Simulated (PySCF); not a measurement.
# WON: structure of the doublet

The task is one start of a wider search on WON: the doublet, from a linear start. It is relaxed, tested by its Hessian and followed downhill if it is a saddle.

Computed with PySCF 2.14.0. Level: PBE0, basis W def2-TZVP with ECP60, O def2-TZVP, N def2-TZVP, scalar-relativistic core potentials, no spin–orbit coupling, density fitting.

## 1. The system as given

3 atoms, charge 0, spin multiplicity 2.

Bond lengths: W1–O2 1.770 Å, W1–N3 1.800 Å. Angles: O2–W1–N3 180.0°.

```xyz
3
charge 0 multiplicity 2
W     0.0000    0.0000    0.0000
O     0.0000    0.0000   -1.7700
N     0.0000    0.0000    1.8000
```

## 2. Finding the electronic state

The steps below are one call of a driver around PySCF. For each, scf.py gives the equivalent set-up of the SCF; relaxations use the driver's own optimiser. After this first run the driver tries any further starts and a stability analysis.

Input file scf.py:

```python
from pyscf import gto, scf, dft
mol = gto.M(atom='''
W      0.000000     0.000000     0.000000
O      0.000000     0.000000    -1.770000
N      0.000000     0.000000     1.800000''',
    basis={'W': 'def2-TZVP', 'O': 'def2-TZVP', 'N': 'def2-TZVP'},
    ecp={'W': 'def2-TZVP'},
    charge=0, spin=1)
mf = dft.UKS(mol, xc='PBE0')
mf.grids.atom_grid = (50, 194)
aux = {'W': 'def2-universal-JKFIT', 'O': 'def2-universal-JKFIT', 'N': 'def2-universal-JKFIT'}
mf = mf.density_fit(auxbasis=aux)
mf.conv_tol = 1e-08
mf.diis_space = 10
mf.max_cycle = 60
mf.init_guess = 'minao'
mf.verbose = 4
mf.kernel()
```

The run is started by

```
$ OMP_NUM_THREADS=4 python axn.py task.json out
```

Log:

```text
init E= -177.558347231405
[... the frontier-level lines of each cycle are left out ...]
cycle= 1 E= -195.884533756838  delta_E= -18.3  |g|= 1.33  |ddm|= 6.24
cycle= 2 E= -184.157985560195  delta_E= 11.7  |g|= 4.26  |ddm|= 3.83
cycle= 3 E= -196.21682895428  delta_E= -12.1  |g|= 1.01  |ddm|= 3.19
cycle= 4 E= -194.290157887881  delta_E= 1.93  |g|=  2.3  |ddm|= 1.68
cycle= 5 E= -196.725772810394  delta_E= -2.44  |g|= 0.406  |ddm|= 1.25
cycle= 6 E= -196.788197778164  delta_E= -0.0624  |g|= 0.163  |ddm|= 0.173
cycle= 7 E= -196.803434837783  delta_E= -0.0152  |g|= 0.057  |ddm|= 0.191
cycle= 8 E= -196.805172006553  delta_E= -0.00174  |g|= 0.0268  |ddm|= 0.0437
cycle= 9 E= -196.806171016866  delta_E= -0.000999  |g|= 0.00814  |ddm|= 0.0571
cycle= 10 E= -196.806380416325  delta_E= -0.000209  |g|= 0.00357  |ddm|= 0.0348
cycle= 11 E= -196.806404952937  delta_E= -2.45e-05  |g|= 0.00246  |ddm|= 0.00814
cycle= 12 E= -196.80641613855  delta_E= -1.12e-05  |g|= 0.000849  |ddm|= 0.00625
cycle= 13 E= -196.806418041278  delta_E= -1.9e-06  |g|= 0.000503  |ddm|= 0.00235
cycle= 14 E= -196.806418812263  delta_E= -7.71e-07  |g|= 0.000182  |ddm|= 0.00215
cycle= 15 E= -196.806418849739  delta_E= -3.75e-08  |g|= 5.98e-05  |ddm|= 0.000434
cycle= 16 E= -196.806418852423  delta_E= -2.68e-09  |g|= 8.25e-06  |ddm|= 0.000109
Extra cycle  E= -196.806418852441  delta_E= -1.89e-11  |g|= 1.59e-05  |ddm|= 2.62e-05
converged SCF energy = -196.806418852441  <S^2> = 1.8042029  2S+1 = 2.8664982
```

This step, with its further starts and checks, took 8.7 s on 4 threads of Arm Neoverse V2, shared host.

Energies from each starting density:

| start | energy (Eh) |
| --- | --- |
| the minimal-basis guess | -196.806419 |
| a thermally smeared density | -196.777120 |
| a smeared PBE density | -196.804458 |

No lower solution of this spin turned up from the other starts or in the test of internal stability.

## 3. Relaxation: linear start, doublet

The program finds C∞v symmetry in the start, which this walk keeps.

Changes to scf.py since step 2:

```diff
@@ -3,3 +3,3 @@
-W      0.000000     0.000000     0.000000
-O      0.000000     0.000000    -1.770000
-N      0.000000     0.000000     1.800000''',
+W      0.000000     0.000000     0.014515
+O      0.000000     0.000000    -1.755485
+N      0.000000     0.000000     1.814515''',
@@ -16 +15,0 @@
-mf.init_guess = 'minao'
```

The optimiser's trace:

| step | energy (Eh) | change (kJ/mol) | largest symmetric gradient (Eh/bohr) |
| --- | --- | --- | --- |
| 0 | -196.806419 | 0.00 | 0.02569 |
| 1 | -196.807351 | -2.45 | 0.00908 |
| 2 | -196.807445 | -2.69 | 0.00026 |
| 3 | -196.807445 | -2.69 | 0.00001 |

The walk took 5.1 s.

Geometry (Å) and forces (eV/Å) at some steps:

```
step 0
W    0.000   0.000   0.015   0.000   0.000   1.265
O    0.000   0.000  -1.755   0.000   0.000   0.056
N    0.000   0.000   1.815   0.000   0.000  -1.321
step 1
W    0.000   0.000   0.026   0.000   0.000   0.467
O    0.000   0.000  -1.742   0.000   0.000  -0.425
N    0.000   0.000   1.790   0.000   0.000  -0.043
step 2
W    0.000   0.000   0.032   0.000   0.000  -0.013
O    0.000   0.000  -1.749   0.000   0.000   0.005
N    0.000   0.000   1.790   0.000   0.000   0.008
step 3
W    0.000   0.000   0.032   0.000   0.000   0.000
O    0.000   0.000  -1.749   0.000   0.000   0.001
N    0.000   0.000   1.790   0.000   0.000  -0.001
```

End point (C∞v, 3 steps, 2.7 kJ/mol gained): W–N 1.758 Å, W–O 1.780 Å; N–W–O 180.0°.

## 4. Vibrations and properties at this point

The point is checked on the finer grid, and tightened if its gradient asks for it. The Hessian and the dipole derivatives come from central differences of analytic gradients, with steps of 0.02 bohr.

Changes to scf.py since step 3:

```diff
@@ -3,3 +3,3 @@
-W      0.000000     0.000000     0.014515
-O      0.000000     0.000000    -1.755485
-N      0.000000     0.000000     1.814515''',
+W      0.000000     0.000000     0.018015
+O      0.000000     0.000000    -1.762412
+N      0.000000     0.000000     1.776447''',
@@ -10 +10 @@
-mf.grids.atom_grid = (50, 194)
+mf.grids.atom_grid = (75, 302)
@@ -13 +13 @@
-mf.conv_tol = 1e-08
+mf.conv_tol = 1e-10
```

The driver hands on the density of the step before, so the log starts near convergence.

Log of the central SCF (cycles and frontier levels):

```text
init E= -196.807428574651
[... the frontier-level lines of each cycle are left out ...]
cycle= 1 E= -196.807428574682  delta_E= -3.13e-11  |g|= 1.65e-06  |ddm|= 8.88e-06
Extra cycle  E= -196.807428574712  delta_E= -2.99e-11  |g|= 2.47e-06  |ddm|= 8.95e-06
converged SCF energy = -196.807428574712  <S^2> = 1.7744273  2S+1 = 2.8456474
```

The whole step took 24 s.

Geometry: C∞v; W–N 1.758 Å, W–O 1.780 Å; N–W–O 180.0°.

Harmonic modes (main isotopes):

```tsv
ω (cm⁻¹)	IR (km/mol)	type
372i	52.6	bend
372i	52.6	bend
751	166	stretch
973	6.8	stretch
```

2 modes are imaginary, the largest at 372i cm⁻¹: a saddle point, not a minimum.

The SCF density has lower symmetry than the nuclear frame, so the modes carry no labels; pairs that should be degenerate can split.

Constants and moments:

```
Dipole moment                                                   : 0.86 D
Highest occupied level                                          : -7.84 eV
Lowest empty level                                              : -5.44 eV
Rotational constants                                            : 0.1795 cm⁻¹
Zero-point energy (real modes)                                  : 10.3 kJ/mol
Principal polarisabilities                                      : 42.3, 42.3, 72.8 bohr³
Atomisation energy without zero-point energy                    : 880 kJ/mol
Principal traceless quadrupole moments about the centre of mass : -13.73, 6.87, 6.87 D Å
Spin squared ⟨S²⟩                                               : 1.774
```

Populations by atom (charges in e):

```json
{"atom": "W1", "Mulliken": "0.96", "Löwdin": "0.75", "polar tensor": "1.48", "spin (Mulliken)": "2.32", "Mayer order to W1": "–"}
{"atom": "O2", "Mulliken": "-0.55", "Löwdin": "-0.42", "polar tensor": "-0.88", "spin (Mulliken)": "-0.29", "Mayer order to W1": "1.82"}
{"atom": "N3", "Mulliken": "-0.40", "Löwdin": "-0.33", "polar tensor": "-0.60", "spin (Mulliken)": "-1.03", "Mayer order to W1": "2.25"}
```

Outer orbital energies (eV). α occupied: -19.60, -10.90, -10.90, -10.33, -9.00, -8.05, -8.05, -7.84; empty: -5.44, -3.86, -1.02, -1.02. β occupied: -25.96, -21.35, -12.06, -10.82, -10.82, -8.65, -8.65, -8.51; empty: -4.30, -4.24, -3.58, -0.61.

Mulliken populations on W1 (outside its core potential): s 2.74, p 6.46, d 3.70, f 0.14.

## 5. Downhill along the imaginary mode

The start is the last point, displaced along its most imaginary mode.

The program finds Cs symmetry in the start, which this walk keeps.

Changes to scf.py since step 4:

```diff
@@ -3,3 +3,3 @@
-W      0.000000     0.000000     0.018015
-O      0.000000     0.000000    -1.762412
-N      0.000000     0.000000     1.776447''',
+W      0.003492     0.017818     0.018015
+O     -0.019954    -0.101822    -1.762412
+N     -0.023077    -0.117760     1.776447''',
@@ -10 +10 @@
-mf.grids.atom_grid = (75, 302)
+mf.grids.atom_grid = (50, 194)
@@ -13 +13 @@
-mf.conv_tol = 1e-10
+mf.conv_tol = 1e-08
```

The optimiser's trace:

| step | energy (Eh) | change (kJ/mol) | largest symmetric gradient (Eh/bohr) |
| --- | --- | --- | --- |
| 0 | -196.811436 | 0.00 | 0.02946 |
| 1 | -196.823188 | -30.86 | 0.04176 |
| 2 | -196.839852 | -74.61 | 0.04210 |
| 3 | -196.852741 | -108.45 | 0.07367 |
| 4 | -196.864539 | -139.42 | 0.03470 |
| 5 | -196.869927 | -153.57 | 0.02042 |
| 6 | -196.871154 | -156.79 | 0.00611 |
| 7 | -196.871238 | -157.01 | 0.00145 |
| 8 | -196.871241 | -157.02 | 0.00023 |
| 9 | -196.871242 | -157.02 | 0.00003 |

The walk took 16 s.

Geometry (Å) and forces (eV/Å) at some steps:

```
step 0
W    0.003   0.018   0.018   0.282   1.518  -0.263
O   -0.020  -0.102  -1.762  -0.138  -0.745   0.392
N   -0.023  -0.118   1.776  -0.144  -0.773  -0.129
step 1
W    0.023   0.119   0.017   0.421   2.147  -0.519
O   -0.030  -0.152  -1.744  -0.201  -1.030   0.770
N   -0.033  -0.169   1.759  -0.221  -1.117  -0.251
step 5
W    0.102   0.522  -0.011   0.149   0.750   1.050
O   -0.068  -0.349  -1.460  -0.138  -0.696  -0.618
N   -0.073  -0.374   1.504  -0.011  -0.054  -0.432
step 9
W    0.112   0.571   0.001   0.004   0.001  -0.001
O   -0.074  -0.379  -1.420  -0.003   0.001   0.000
N   -0.077  -0.394   1.451  -0.002  -0.001   0.001
```

After 9 steps and 157.0 kJ/mol it ends at Cs: W–N 1.751 Å, W–O 1.719 Å; N–W–O 111.6°.

## 6. Is it a minimum? Harmonic modes

As before: finer grid, then central differences.

Changes to scf.py since step 5:

```diff
@@ -3,3 +3,3 @@
-W      0.003492     0.017818     0.018015
-O     -0.019954    -0.101822    -1.762412
-N     -0.023077    -0.117760     1.776447''',
+W      0.026281     0.134110     0.011379
+O     -0.159790    -0.815397    -1.409892
+N     -0.162720    -0.830345     1.460956''',
@@ -10 +10 @@
-mf.grids.atom_grid = (50, 194)
+mf.grids.atom_grid = (75, 302)
@@ -13 +13 @@
-mf.conv_tol = 1e-08
+mf.conv_tol = 1e-10
```

Log of the central SCF (cycles and frontier levels):

```text
init E= -196.871209688215
[... the frontier-level lines of each cycle are left out ...]
cycle= 1 E= -196.871209688202  delta_E= 1.3e-11  |g|= 6.36e-06  |ddm|= 5.32e-06
Extra cycle  E= -196.87120968804  delta_E= 1.62e-10  |g|= 2.13e-05  |ddm|= 1.44e-05
converged SCF energy = -196.87120968804  <S^2> = 1.781411  2S+1 = 2.8505515
```

The whole step took 32 s on 4 threads of Arm Neoverse V2, shared host.

Geometry: Cs; W–N 1.751 Å, W–O 1.719 Å; N–W–O 111.6°.

Modes, for the most abundant isotopes:

```csv
symmetry,ω (cm⁻¹),IR (km/mol),μ (u),type
a',242,6.3,16.24,bend
a',718,77.1,15.87,stretch
a',962,54.4,16.19,stretch
```

Every mode is real; the point is a minimum.

Constants and moments:

```
Dipole moment                                                   : 3.48 D
Highest occupied level                                          : -6.04 eV
Lowest empty level                                              : -4.75 eV
Rotational constants                                            : 0.6902, 0.2728, 0.1955 cm⁻¹
Zero-point energy                                               : 11.5 kJ/mol
Principal polarisabilities                                      : 50.2, 51.9, 60.3 bohr³
Atomisation energy without zero-point energy                    : 1047 kJ/mol
Principal traceless quadrupole moments about the centre of mass : -6.17, 2.06, 4.11 D Å
Entropy at 298.15 K and 1 bar (electronic part: spin only)      : 288.2 J/(mol K)
Heat capacity Cp at 298.15 K                                    : 45.8 J/(mol K)
Enthalpy at 298.15 K above 0 K                                  : 11.61 kJ/mol
Rotational symmetry number                                      : 1
Spin squared ⟨S²⟩                                               : 1.781
```

Populations by atom (charges in e):

```
atom  Mulliken  Löwdin  polar tensor  spin (Mulliken)  Mayer order to W1
  W1      0.80    0.49          1.04             2.33                  –
  O2     -0.44   -0.27         -0.61            -0.31               2.09
  N3     -0.35   -0.22         -0.43            -1.01               2.25
```

Mulliken populations on W1 (outside its core potential): s 2.72, p 6.36, d 4.04, f 0.08.

## 7. All stationary points

| spin | group | bonds | imaginary modes (cm⁻¹) | ΔE (kJ/mol) | with zero-point energy |
| --- | --- | --- | --- | --- | --- |
| broken-symmetry (Ms = 1/2) | Cs | W–N 1.751 Å, W–O 1.719 Å | none | 0.0 | 0.0 |
| broken-symmetry (Ms = 1/2) | C∞v (density of lower symmetry) | W–N 1.758 Å, W–O 1.780 Å | 372i, 372i | 167.5 | – |

## 8. What came out

| quantity | value |
| --- | --- |
| minimum | broken-symmetry (Ms = 1/2), Cs |
| geometry | W–N 1.751 Å, W–O 1.719 Å; N–W–O 111.6° |
| wavenumbers (cm⁻¹) | 242 (a'), 718 (a'), 962 (a') |
| dipole moment | 3.48 D |
| highest occupied, lowest empty level (either spin) | -6.04, -4.75 eV |
| polar-tensor charge of W1 | +1.04 e |
| zero-point energy | 11.5 kJ/mol |
| entropy at 298.15 K | 288.2 J/(mol K) |
| atomisation energy (no zero-point energy) | 1047 kJ/mol |
| ⟨S²⟩ | 1.781 |

From C∞v at the start the molecule goes to a Cs minimum, after a stop at a second-order saddle point 167.5 kJ/mol higher, from which it was pushed off along an imaginary mode. The determinant is spin-contaminated (⟨S²⟩ = 1.78 against 0.75), so it is no pure spin state. The strongest infrared band lies at 718 cm⁻¹ (a', stretch). Only this shape and spin were tried, so other structures or states may lie lower. One determinant may miss the lowest occupation of an open d or f shell. Spin–orbit coupling, left out here, can matter for elements this heavy.

The search up to here took 85 s.
